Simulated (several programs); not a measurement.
**Many methods on one cell: YLuN2 (ordering on rocksalt)**

YLuN2 as one 4-atom ordering (P4/mmm) on the rocksalt lattice, relaxed with r2SCAN in Ansatz, was computed with several methods. Space group P4/mmm (No. 123), tetragonal; a = 3.409 Å, c = 4.819 Å in the conventional setting, 14.00 Å³ an atom. Y has 6 N at 2.41 Å; N has 2 Y at 2.41 Å and 4 Lu at 2.41 Å; Lu has 6 N at 2.41 Å; N has 2 Lu at 2.41 Å and 4 Y at 2.41 Å. (Calculated; spin-unpolarised; the phase may be known or hypothetical.)

```
Y N Lu
1.0
     3.40904    0.00000    0.00000
     0.00000    3.40904    0.00000
     0.00000    0.00000    4.81884
Y N Lu
1 2 1
Direct
  0.00000 0.00000 0.00000
  0.00000 0.00000 0.50000
  0.50000 0.50000 0.00000
  0.50000 0.50000 0.50000
```

Gaps and times are for a single point on this cell; volume and bulk modulus come from each method's own relaxation or energy curve at fixed shape, which is too stiff where a cell has free coordinates or axes. Times are rough, from shared hosts (Arm Neoverse N1; Arm Neoverse V1), and each method has its own mesh and cell size. A double dagger marks a value from a curve with shape and coordinates held. GFN1-xTB (tblite) treats a cluster of cells at its zone centre, which samples few k points: where these miss a band edge, the gap comes out too large for that reason alone. Gaps from k meshes are read at a limited set of points (mesh, symmetry points, PBE's band edges), so each method's own least gap may be somewhat smaller. xTB and the PM methods were fitted mostly to molecules, and can miss a solid's gap by electronvolts. Times of the plane-wave ladder aren't listed, since it ran on unlike processors and cards. d marks a direct gap, i an indirect one (no mark: not told apart), a dash a value that wasn't computed or didn't pass its checks.

```tsv
method	kind	gap (eV)	own volume (Å³/atom)	bulk modulus (GPa)	atoms computed	processor time
light PBE (260 eV and a coarse mesh)	light plane-wave	0.06 i	–	–	4	1.3 s
PBE	semilocal	0.06 d	14.15	163‡	4	–
GFN1-xTB (tblite)	tight binding	0.01	–	–	cluster	9.1 s
r2SCAN	semilocal	0.43 d	14.00	178‡	4	–
PBE+SOC	semilocal	0.02	–	–	4	–
HSE06	hybrid	1.01 d	–	–	4	–
```

Against HSE06 (1.01 eV) and with closed or daggered gaps left aside, the nearest gap at the points sampled is that of r2SCAN (-0.58 eV) and the farthest that of GFN1-xTB (tblite) (-1.00 eV). HSE06 is only a yardstick of convenience, and nearness to it can be luck.

Runs without a result: GFN2-xTB (tblite) (single point), GLLB-SC (GPAW) (single point), PBE/single zeta (GPAW) (single point), PM7 (MOPAC) (single point, out of time).

Only the rows marked +SOC include spin-orbit coupling.
